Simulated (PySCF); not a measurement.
# C4H9ClO2S: the cost of one run

Programs: PySCF 2.14.0, with density-fitted response routines of our own. Each step states its level of theory. These are calculated values for one molecule, in the gas phase or a continuum, unless marked as measured. Atoms are numbered from 0 throughout.

## Step 1: The molecule as given

17 atoms, charge 0, multiplicity 1; geometry from: GFN2-xTB. The atoms were then displaced at random by about 0.01 Å, so the start is not that level's minimum.

Bonds of the start (Å): C0–C1 1.52, C1–C2 1.53, C1–C3 1.54, C1–S4 1.84, S4–O5 1.42, S4–O6 1.43, S4–Cl7 2.06, C0–H8 1.06, C0–H9 1.12, C0–H10 1.07, C2–H11 1.08, C2–H12 1.09, C2–H13 1.10, C3–H14 1.10, C3–H15 1.07, C3–H16 1.09.

## Step 2: Optimising the geometry at PBE0-D3(BJ)/def2-SVP

What the job is given:

```
{"job": {"xc": "PBE0", "basis": "def2-SVP", "d3": "d3bj", "grid": 1, "shake": 0.01, "kind": "geom"}, "charge": 0, "multiplicity": 1}
C     -0.024740    -0.640180     1.438360
C     -0.052650    -0.202720    -0.018980
C     -1.403360    -0.408320    -0.709600
C      1.156830    -0.707200    -0.824820
S      0.104370     1.629160    -0.022460
O      0.247800     2.149000    -1.341420
O     -0.866010     2.229840     0.836700
Cl     1.921210     1.950580     0.901970
H     -0.262400    -1.672520     1.545410
H     -0.807540    -0.057120     1.985640
H      0.913550    -0.418050     1.898520
H     -1.606340    -1.467220    -0.768120
H     -1.388800     0.029250    -1.711670
H     -2.189440     0.087800    -0.129300
H      1.031570    -1.793640    -0.980860
H      2.060140    -0.496100    -0.298570
H      1.149300    -0.200700    -1.790600
```

The run is started by

```bash
$ OMP_NUM_THREADS=1 python probes_run.py task.json out
```

One launch serves the whole session: the jobs run in the order shown.

**Question.** How long does this first job take on 1 thread of Arm Neoverse V1, shared host, and how much memory does it need?

About 2.5 min, with a peak of 0.71 GiB.
